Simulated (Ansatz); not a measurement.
Set up this calculation in Ansatz 0.2.0, as the native input.

```
Task                : projected density of states
Functional          : PBE
Potentials or basis : Ansatz PAW
Cutoff              : 420 eV (not typed: the program's choice for these potentials)
k mesh              : 4 × 4 × 4
Occupations         : fermi-dirac, width 0.05 eV
Spin                : no spin polarisation
```

Crystal: Ga3Se.

```
CELL_PARAMETERS angstrom
4.43246 0.00000 0.00000
0.00000 4.43246 0.00000
0.00000 0.00000 4.43246
ATOMIC_POSITIONS crystal
Se 0.00000 0.00000 0.00000
Ga 0.50000 0.50000 0.00000
Ga 0.50000 0.00000 0.50000
Ga 0.00000 0.50000 0.50000
```

The cell comes from a database or a generator and needn't be the stable form of this composition.

These files were run (other wordings do the same):

input.yaml

```yaml
crystal:
  lattice:
    - [4.432465, 0.0, 0.0]
    - [0.0, 4.432465, 0.0]
    - [0.0, 0.0, 4.432465]
  atoms:
    - { symbol: Se, position: [0.0, 0.0, 0.0] }
    - { symbol: Ga, position: [0.5, 0.5, 0.0] }
    - { symbol: Ga, position: [0.5, 0.0, 0.5] }
    - { symbol: Ga, position: [0.0, 0.5, 0.5] }
hamiltonian:
  xc: pbe
  pseudopotentials: { kind: paw }
kpoints:
  mp_grid: { grid: [4, 4, 4] }
scf:
  occupations: { method: fermi_dirac, width: 0.05 }
  n_extra_bands: 10
output:
  forces: true
  stress: true
  eigenvalues: true
  dos: { projected: true, de: 0.05, nscf_kmesh: { grid: [6, 6, 6] } }
```

Potentials or basis: Ansatz PAW.

Command:

```sh
$ ansatz run input.yaml --threads 2 --pin off --max-ram 5632MiB --backend cpu --events-out ev --progress --plain --runs-dir out
```

Results of the run:

The pressure is -0.2 GPa, the band gap on the k mesh is none (metal or under the smearing width) and the density of states at the Fermi level is 1.75 states/eV per cell.

It took 2.8 s on 2 threads of Arm Neoverse V1, on a shared host, peak memory 0.35 GiB.
